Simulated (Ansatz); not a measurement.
I need the energy of protonation at one site of CH4GeO, SMILES [CH3][Ge][OH]. Use Ansatz 0.2.0, Python API. Use (for the species named): r2SCAN, def2-SVP basis, multiplicity 1, D3BJ dispersion.

`ch4geo.xyz`
```text
7

C    -0.75370    0.38750   -0.33470
Ge    1.13290    0.31550   -0.45090
O     1.66110   -1.14940    0.39080
H    -1.17670   -0.45410   -0.82370
H    -1.14590    1.33600   -0.89490
H    -1.11300    0.49930    0.71590
H     1.45650   -1.00290    1.35180
```

The script, `pa_ch4geo.py`:
```python
# -*- coding: utf-8 -*-
"""Adding a proton to CH4GeO."""

import ansatz as az
import numpy as np

molecule = az.Crystal.molecule_from_extxyz("ch4geo.xyz")

job = molecule.calculation()
job = job.basis(gaussian="def2-SVP").functional("r2scan", dispersion="d3bj")
symbols = [site.symbol for site in molecule.cartesian_sites]
start = np.array([site.position_ang for site in molecule.cartesian_sites], dtype=float)
data = job.relax(force_tolerance=0.01, max_steps=100).run().report
end = np.array(data["positions_ang"])

# put the proton on the side away from the neighbours, slightly off axis
away = sum((end[2] - end[j]) / np.linalg.norm(end[2] - end[j]) for j in [1, 6]) + np.array([0.15, 0.1, -0.2])
proton = end[2] + 1.0 * away / np.linalg.norm(away)
acid = az.Crystal.molecule()
for symbol, place in zip(symbols, end):
    acid = acid.atom(symbol, place.tolist())
acid = acid.atom("H", proton.tolist())
protonated = (
    acid.calculation()
    .basis(gaussian="def2-SVP")
    .functional("r2scan", dispersion="d3bj")
    .charge(1)
    .relax(force_tolerance=0.01, max_steps=80)
)
after = protonated.run().report
xyz = np.array(after["positions_ang"])
reach = np.linalg.norm(xyz[:-1] - xyz[-1], axis=1)
print(f"base {data['free_energy_ev']:.5f} eV, protonated {after['free_energy_ev']:.5f} eV")
print(f"the proton ends {reach.min():.3f} A from {symbols[reach.argmin()]}{reach.argmin()}")
print(f"electronic proton affinity {23.060548 * (data['free_energy_ev'] - after['free_energy_ev']):.1f} kcal/mol")
```

```console
$ python pa_ch4geo.py
DeckWarning: the engine holds no damping parameters fitted to this dispersion correction and functional, so the run takes those fitted to r2scan beside the three-body term, which d3bj leaves out (hamiltonian.dispersion, under Limitations)
base -59656.18192 eV, protonated -59665.15199 eV
the proton ends 0.974 A from O2
electronic proton affinity 206.9 kcal/mol
```
(Warnings from the package without file and line.)

What to keep in mind:
- Total energies depend on the basis set; only differences at equal settings carry meaning.
- The proton is put on one chosen atom, which needn't be the most basic site, so the molecule's proton affinity can be higher; the ends are stationary points, not checked by frequencies, and zero-point and thermal terms count only where printed.
- A dispersion term here runs with damping parameters fitted for another variant or functional.
- Finished in 2.2 min on 1 thread of Arm Neoverse V1, on a shared host, peak memory 0.23 GiB.
